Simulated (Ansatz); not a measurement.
**CH₂AlBO: up Jacob's ladder to CCSD(T)**

Aim: compute CH₂AlBO with functionals from several rungs and with coupled cluster. The yardstick is the atomisation energy at the CCSD(T) limit.

Method: functionals in def2-TZVPP, the program's frozen cores in correlated methods; program: Ansatz 0.2.0, Gaussian basis.

Levels to be run: LDA (SPW92), PBE-D4, revPBE-D4, BLYP-D4, r2SCAN-D4, B97M-V, PBE0-D4, B3LYP-D4, r2SCANh-D4, r2SCAN0-D4, HSE06-D4, BHLYP-D4, CAM-B3LYP-D4, LC-ωPBE, ωB97X-V, ωB97M-V, B2PLYP, PBE-QIDH; CCSD(T)/def2-SVP; CCSD(T)/def2-TZVPP; MP2/def2-QZVPP; extrapolation to the limit; RPA on PBE.

## 1. Structure used throughout

An earlier PBE0-D4 in a triple-zeta def2 set relaxation fixed the geometry.

6 atoms, charge 0, spin multiplicity 1.

Atoms are counted from 1 here; the program's logs count them from 0.

Bond lengths: O1–C2 1.156 Å, C2–B3 1.438 Å, B3–Al4 1.943 Å, B3–H5 1.189 Å, Al4–H6 1.581 Å. Angles: O1–C2–B3 177.4°, C2–B3–Al4 105.8°, C2–B3–H5 125.9°, Al4–B3–H5 128.3°, B3–Al4–H6 179.2°.

## 2. LDA

This LDA is Slater exchange with PW92 correlation.

in.yaml reads:

```yaml
crystal:
  periodic: [false, false, false]
  atoms:
    - {symbol: O, position_ang: [0.181929, -2.152481, 1.013478]}
    - {symbol: C, position_ang: [0.469572, -1.176959, 0.462977]}
    - {symbol: B, position_ang: [0.765681, 0.054794, -0.216478]}
    - {symbol: Al, position_ang: [-0.914271, 1.026045, -0.307474]}
    - {symbol: H, position_ang: [1.830673, 0.385346, -0.628059]}
    - {symbol: H, position_ang: [-2.291585, 1.799355, -0.370645]}
basis:
  gaussian: {orbitals: def2-TZVPP}
hamiltonian: {xc: lda}
output: {orbitals: {seedname: orbitals}}
```

The run is started by

```sh
$ ansatz run in.yaml --threads 2 --pin off --events-out ev --progress --plain --max-ram 4352MiB
```

The runs that follow: PBE-D4 (GGA); revPBE-D4 (GGA); BLYP-D4 (GGA); r2SCAN-D4 (meta-GGA); B97M-V (meta-GGA); PBE0-D4 (hybrid); B3LYP-D4 (hybrid); r2SCANh-D4 (hybrid); r2SCAN0-D4 (hybrid); HSE06-D4 (hybrid); BHLYP-D4 (hybrid); CAM-B3LYP-D4 (range-separated); LC-ωPBE (range-separated); ωB97X-V (range-separated); ωB97M-V (range-separated); B2PLYP (double hybrid); PBE-QIDH (double hybrid); CCSD(T) in def2-SVP; CCSD(T) in def2-TZVPP; MP2 in def2-QZVPP; RPA on PBE orbitals.

**Question.** What will the summary of the whole plan be? Wanted: atomisation energy, CCSD(T)/CBS; farthest beyond LDA; mean size of error, GGA; mean size of error, meta-GGA; mean size of error, hybrid; mean size of error, range-separated; mean size of error, double hybrid; gap, smallest and largest; T1 diagnostic.

The runs gave:

| quantity | value |
| --- | --- |
| atomisation energy, CCSD(T)/CBS | 516.0 kcal/mol |
| functionals within 2.6 kcal/mol (0.5 %) | r2SCAN0-D4, B2PLYP, PBE-QIDH |
| farthest beyond LDA | PBE-D4 (+32.0 kcal/mol) |
| mean size of error, GGA | 20.7 kcal/mol |
| mean size of error, meta-GGA | 16.8 kcal/mol |
| mean size of error, hybrid | 10.2 kcal/mol |
| mean size of error, range-separated | 4.4 kcal/mol |
| mean size of error, double hybrid | 1.8 kcal/mol |
| gap, smallest and largest | 1.65 eV (LDA (SPW92)), 7.55 eV (LC-ωPBE) |
| T1 diagnostic | 0.0198 |
| triples share of the correlation energy | 5.2 % |

In words: The LDA atomisation energy is off by 101.0 kcal/mol (20 %): it overbinds. PBE-D4 is off by +32.0 kcal/mol. Double hybrids carry the basis error of their MP2 part in triple zeta, and no dispersion term here, so their miss is partly the set-up's. Taken by rung, double hybrid functionals do best (1.8 kcal/mol on average) and GGA ones worst beyond LDA (20.7 kcal/mol). The reference freezes the cores and leaves out relativity and excitations past (T), so misses under about 2.6 kcal/mol can't be ranked. Hartree-Fock recovers 69 % of the binding; the rest is correlation. CCSD(T) in def2-SVP is off by -23.7 kcal/mol, more than most functionals: a good method in a small basis is no reference. The gap grows from 1.6 to 7.6 eV across the functionals, mostly with the share of exact exchange. The restricted reference is unstable towards a spin-broken one.
